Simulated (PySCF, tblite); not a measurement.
**C₈H₁₃S+: geometry, infrared bands and NMR shifts**

Wanted: the infrared bands and NMR shifts of C₈H₁₃S+ (`C=C[C+](C)/C=C\SCC`), by calculation.

Programs: tblite 0.8.0 and PySCF 2.14.0, with density-fitted response routines of our own. Each step states its level of theory. These are calculated values for one molecule in the gas phase, unless marked as measured. Atoms are numbered from 0 throughout.

**1. The starting structure**

22 atoms, charge 1, multiplicity 1; geometry from: force field or distance geometry start.

Bonds of the start (Å): C0–C1 1.31, C1–C2 1.51, C2–C3 1.45, C2–C4 1.43, C4–C5 1.30, C5–S6 1.77, S6–C7 1.80, C7–C8 1.53, C0–H9 1.07, C0–H10 1.09, C1–H11 1.09, C3–H12 1.13, C3–H13 1.08, C3–H14 1.15, C4–H15 1.12, C5–H16 1.10, C7–H17 1.13, C7–H18 1.12, C8–H19 1.11, C8–H20 1.12, C8–H21 1.10.

**2. Optimising the geometry with GFN2-xTB**

Job settings and geometry (Å):

```
{"job": {"kind": "relax", "xc": "GFN2-xTB", "basis": "xTB"}, "charge": 1, "multiplicity": 1}
C     -4.026100     0.085900     0.485100
C     -2.963500     0.856800     0.457900
C     -1.627700     0.305800     0.029800
C     -1.654300    -1.079600    -0.380100
C     -0.560800     1.257600     0.071000
C      0.688300     1.084500    -0.255200
S      1.329400    -0.461100    -0.824600
C      2.866700    -0.938800    -0.015200
C      4.024500    -0.010800    -0.372900
H     -4.071900    -0.944000     0.206400
H     -4.954900     0.547100     0.814300
H     -3.043300     1.891400     0.781400
H     -2.537700    -1.211800    -1.080000
H     -0.762100    -1.560400    -0.753500
H     -2.035000    -1.653300     0.538100
H     -0.817900     2.288400     0.417900
H      1.396700     1.917500    -0.165700
H      3.171400    -1.951500    -0.424700
H      2.685200    -0.974300     1.088100
H      4.867100    -0.631700    -0.729800
H      3.731900     0.651600    -1.224700
H      4.283700     0.550100     0.533800
```

The run is started by

```sh
> OMP_NUM_THREADS=1 python probes_run.py task.json out
```

This one command runs all jobs of the session in turn.

**Question.** This job is followed by: GFN2-xTB harmonic vibrations, gas phase; GIAO PBE0/pcSseg-1 NMR shielding, non-relativistic, gas phase. Predict these results of the whole session: strongest single infrared mode (GFN2-xTB); zero-point energy (GFN2-xTB); 13C shifts against TMS (PBE0/pcSseg-1); 1H shifts against TMS (PBE0/pcSseg-1, means over atoms taken as alike); 33S shifts against CS2 (PBE0/pcSseg-1).

**Answer**, as computed:

| quantity | value |
| --- | --- |
| strongest single infrared mode (GFN2-xTB) | 1501 cm⁻¹, 620 km/mol |
| zero-point energy (GFN2-xTB) | 115.1 kcal/mol |
| 13C shifts against TMS (PBE0/pcSseg-1) | 202.3, 198.5, 165.1, 147.4, 138.8, 46.3, 27.1, 20.1 ppm |
| 1H shifts against TMS (PBE0/pcSseg-1, means over atoms taken as alike) | 9.44, 7.89, 7.79, 7.58, 7.45, 3.67, 2.86, 1.79 ppm |
| 33S shifts against CS2 (PBE0/pcSseg-1) | 331 ppm |

Over 160 steps the energy fell by 1.469 eV; of the close pairs, C5–S6 changed most, 1.768 to 1.685 Å. No mode is imaginary among the 60: a minimum at this level. The strongest single mode, at 1501 cm⁻¹, moves mainly C4 and C2. GFN2-xTB is a fitted tight-binding method: band positions and strengths are rough. Its intensities can rank the bands wrongly. At PBE0/pcSseg-1: Shielding is most anisotropic at S6 (span 523 ppm, paramagnetic term -889 ppm). By nearest atom (PBE0/pcSseg-1), the HOMO sits on S6 31 %; C0, C4 about 18 % each and the LUMO on C2, C5 about 23 % each; S6 17 %.
